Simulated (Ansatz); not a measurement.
This was printed by a script on Ansatz 0.2.0, Python API, for a single point of Y2GeRh3, space group R-3m. What did the script look like? Use: LDA, PAW, the default cutoff (420 eV here), 3×3×3 k-points, Gaussian smearing of 0.1 eV.

```
Y Ge Rh
1.0
     2.78859    1.60999    3.93949
    -2.78859    1.60999    3.93949
     0.00000   -3.21998    3.93949
Y Ge Rh
2 1 3
Direct
  0.62934 0.62934 0.62934
  0.37066 0.37066 0.37066
  0.00000 0.00000 0.00000
  0.00000 0.00000 0.50000
  0.00000 0.50000 0.00000
  0.50000 0.00000 0.00000
```

Running `python scf.py` prints:
```text
F = E - TS               -30548.19484 eV
E                        -30548.17410 eV
Harris-Foulkes           -30548.19484 eV
Fermi level                  16.49683 eV
pressure by term (GPa)
  kinetic                          2469.815
  hartree                          1820.067
  ewald                           -5014.766
  local_pseudopotential            1061.615
  nonlocal_pseudopotential         -197.296
  augmentation                      344.544
  nlcc                             -163.037
  hubbard                             0.000
  exx                                 0.000
  electric_field                      0.000
  mag_constraint                      0.000
  xc                               -328.691
  dispersion                          0.000
  external_charges                    0.000
  augmentation_tail                  -0.010
  scf_correction                      0.001
  pulay_correction                    0.041
  total                              -7.717
grid (36, 36, 36) electrons 87.0
density range 0.0989 to 56.9858 e/A^3
[[56.986  2.747  0.427  1.477 11.883 11.883  1.477  0.427  2.747]
 [ 2.747  0.503  0.347  1.797  6.41   2.858  0.391  0.395  1.867]
 [ 0.427  0.347  0.317  0.471  0.575  0.29   0.18   0.238  0.395]
 [ 1.477  1.797  0.471  0.23   0.173  0.127  0.118  0.18   0.391]
 [11.883  6.41   0.575  0.173  0.115  0.1    0.127  0.29   2.858]
 [11.883  2.858  0.29   0.127  0.1    0.115  0.173  0.575  6.41 ]
 [ 1.477  0.391  0.18   0.118  0.127  0.173  0.23   0.471  1.797]
 [ 0.427  0.395  0.238  0.18   0.29   0.575  0.471  0.317  0.347]
 [ 2.747  1.867  0.395  0.391  2.858  6.41   1.797  0.347  0.503]]
```

The script that was run (others could print the same):

`scf.py`
```python
import json
import warnings

import ansatz
import numpy as np
from pymatgen.core import Lattice, Structure
from pymatgen.io.ase import AseAtomsAdaptor

warnings.simplefilter("ignore", ansatz.DeckWarning)

pmg_structure = Structure(
    Lattice([[2.78859, 1.60999, 3.93949], [-2.78859, 1.60999, 3.93949], [0.0, -3.21998, 3.93949]]),
    ["Y", "Y", "Ge", "Rh", "Rh", "Rh"],
    [
        [0.62934, 0.62934, 0.62934],
        [0.37066, 0.37066, 0.37066],
        [0.0, 0.0, 0.0],
        [0.0, 0.0, 0.5],
        [0.0, 0.5, 0.0],
        [0.5, 0.0, 0.0],
    ],
)
xtal = ansatz.Crystal.from_ase(AseAtomsAdaptor.get_atoms(pmg_structure))

calc = (
    xtal.calculation()
    .occupations("gaussian", width=0.1)
    .initial_density(normalization="cell")
    .accuracy("low")
    .kpoints(length=12)
    .functional("LDA")
    .stress()
    .density()
)
session = calc.session()
planned = session.plan(threads=1)
res = planned.execute()
report = res.report

print("%-22s %14.5f eV" % ("F = E - TS", report["free_energy_ev"]))
print("%-22s %14.5f eV" % ("E", report["internal_energy_ev"]))
print("%-22s %14.5f eV" % ("Harris-Foulkes", report["harris_foulkes_ev"]))
print("%-22s %14.5f eV" % ("Fermi level", report["fermi_energy_ev"]))

print("pressure by term (GPa)")
for term, tensor in report["stress_terms_gpa"].items():
    print(f"  {term:28s} {np.trace(np.array(tensor)) / 3:12.3f}")
print(f"  {'total':28s} {np.trace(np.array(report['stress_gpa'])) / 3:12.3f}")

keep = ["free_energy_ev", "energy_sigma0_ev", "fermi_energy_ev", "n_iterations", "converged", "magnetization_mub", "n_kpoints"]
with open("y2gerh3.json", "w") as handle:
    json.dump({key: report[key] for key in keep}, handle, indent=1)

rho = res.density()
total = sum(ch.density_e_per_ang3 for ch in rho.channels[:2]) if len(rho.channels) < 3 else rho.channels[0].density_e_per_ang3
print("grid", rho.dims, "electrons", round(float(total.mean() * rho.cell_volume_ang3), 4))
print(f"density range {total.min():.4f} to {total.max():.4f} e/A^3")
print(np.array2string(total[:: max(rho.dims[0] // 8, 1), :: max(rho.dims[1] // 8, 1), 0], precision=3, suppress_small=True))
```

Caveats:
- These settings explore the input space; cutoff and mesh may be short of convergence.
- Spin is left out of this run.
- For a metal this mesh is far too coarse, so the numbers only illustrate the procedure.
- The zero of the levels is a convention of the potentials, so an absolute Fermi energy is no work function.
- Pressure is positive in compression.
- Densities and potentials on the grid are those of the valence electrons, and inside the cores they hang on the potentials used.
- At these settings the cell as given stands under about -8 GPa, so it isn't at this functional's equilibrium volume.
- This cell is a computed structure, which may not be the phase found in nature.

(Lines on the test bed's own set-up are left out of the output.)
